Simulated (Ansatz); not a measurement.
I need a single point from a YAML input of LiBi₂I₂O₂, space group P-4m2. Use Ansatz 0.2.0 through its Python package. Level of theory: PBE, PAW, cutoff 350 eV, 6×6×3 k-points, Fermi-Dirac smearing of 0.15 eV.

```
Li Bi I O
1.0
     4.23282    0.00000    0.00000
     0.00000    4.23282    0.00000
     0.00000    0.00000    9.99994
Li Bi I O
1 2 2 2
Direct
  0.00000 0.00000 0.50000
  0.50000 0.00000 0.89182
  0.00000 0.50000 0.10818
  0.00000 0.50000 0.67750
  0.50000 0.00000 0.32250
  0.50000 0.50000 0.00000
  0.00000 0.00000 0.00000
```

Script `run_yaml_run.py`:
```python
# -*- coding: utf-8 -*-
"""LiBi2I2O2 from YAML text."""

import ansatz as az

INPUT = """
crystal:
  lattice:
    - [4.232823, 0.0, 0.0]
    - [0.0, 4.232823, 0.0]
    - [0.0, 0.0, 9.999939]
  atoms:
    - { symbol: Li, position: [0.0, 0.0, 0.5] }
    - { symbol: Bi, position: [0.5, 0.0, 0.891823] }
    - { symbol: Bi, position: [0.0, 0.5, 0.108177] }
    - { symbol: I, position: [0.0, 0.5, 0.677501] }
    - { symbol: I, position: [0.5, 0.0, 0.322499] }
    - { symbol: O, position: [0.5, 0.5, 0.0] }
    - { symbol: O, position: [0.0, 0.0, 0.0] }
kpoints:
  mp_grid: { grid: [6, 6, 3] }
hamiltonian:
  xc: pbe
scf:
  occupations: { method: fermi_dirac, width: 0.15 }
  convergence: { dr2_threshold: 0.0001 }
  mixing: { algorithm: anderson, beta: 0.05, ndim: 2 }
output:
  forces: true
basis:
  ecutwfc: "350 eV"
"""


def main():
    planned = az.Session.from_yaml(INPUT).plan(threads=1, pin="off")
    done = planned.execute()
    r = done.report

    for key in ("converged", "n_iterations", "n_electrons", "n_kpoints", "n_pw", "n_symmetry_ops", "free_energy_ev", "fermi_energy_ev"):
        print(f"{key:18s} {r[key]}")

    # forces in eV per angstrom
    print("forces (eV/A)")
    for site, force in zip(done.lattice.sites, r["forces_ev_ang"]):
        print(f"  {site.symbol:2s} {force[0]:9.4f} {force[1]:9.4f} {force[2]:9.4f}")

    terms = r["components"]
    print({name: round(terms[name], 3) for name in ("e_kinetic", "e_hartree", "e_xc", "e_local", "e_nonlocal")})

    print("doubts on the final state:", r["published_state_doubts"] or "none")
    print("warnings:", sorted({n["data"]["kind"] for n in done.notices if n["data"].get("severity") in ("warning", "doubt")}) or "none")


if __name__ == "__main__":
    main()
```

Output of `python run_yaml_run.py`:
```text
DeckWarning: basis.ecutwfc = 350 eV is below the records' recommended 420 eV, and the density's cutoff is lower with it unless basis.ecutrho_ratio is high enough to keep the records' density cutoff: compare with a run at a higher cutoff
DeckWarning: scf.convergence.dr2_threshold = 1e-4 eV is looser than this run's default, which is 1e-7 eV or tighter. The error in the forces grows as the threshold's square root, so leave the key out unless less accurate forces are enough
converged          True
n_iterations       8
n_electrons        79.0
n_kpoints          20
n_pw               2695
n_symmetry_ops     8
free_energy_ev     -41159.845856258566
fermi_energy_ev    8.579725355419924
forces (eV/A)
  Li    0.0000    0.0000    0.0000
  Bi    0.0000    0.0000   -0.0827
  Bi   -0.0000    0.0000    0.0827
  I     0.0000    0.0000   -0.0092
  I    -0.0000    0.0000    0.0092
  O    -0.0000    0.0000    0.0000
  O     0.0000    0.0000    0.0000
{'e_kinetic': 1350.026, 'e_hartree': 3903.438, 'e_xc': -717.825, 'e_local': -9030.186, 'e_nonlocal': 1006.116}
doubts on the final state: none
warnings: none
```
(Warnings from the package without file and line.)

What to keep in mind:
- These settings explore the input space; cutoff and mesh may be short of convergence.
- The cutoff lies under the one recommended for these potentials.
- The cell holds an odd number of electrons and is run without spin, so a magnetic state may lie lower.
- The energy terms are those on the plane-wave grid, with the one-centre PAW part apart; the terms shown are only some of the summands, so they needn't add up to F.
- For a metal this k-point mesh is coarse: on a finer one energies can move by several to tens of meV an atom and pressures by half a GPa or more, differences at one mesh by less.
- An absolute Fermi energy rests on an arbitrary zero of the periodic potential and has no direct meaning.
- The smearing is wide enough that free energy and stress hold a thermal part of the electrons.
- Spin-orbit coupling, which matters for elements this heavy, is left out.
- This cell is a computed structure, which may not be the phase found in nature.
- It ran for 50 s on 1 thread of AMD EPYC 7571 (shared host), peak memory 0.46 GiB.

(A comment or docstring line of the script was reworded after the run, the code is as it ran; lines on the test bed's own set-up are left out of the output.)
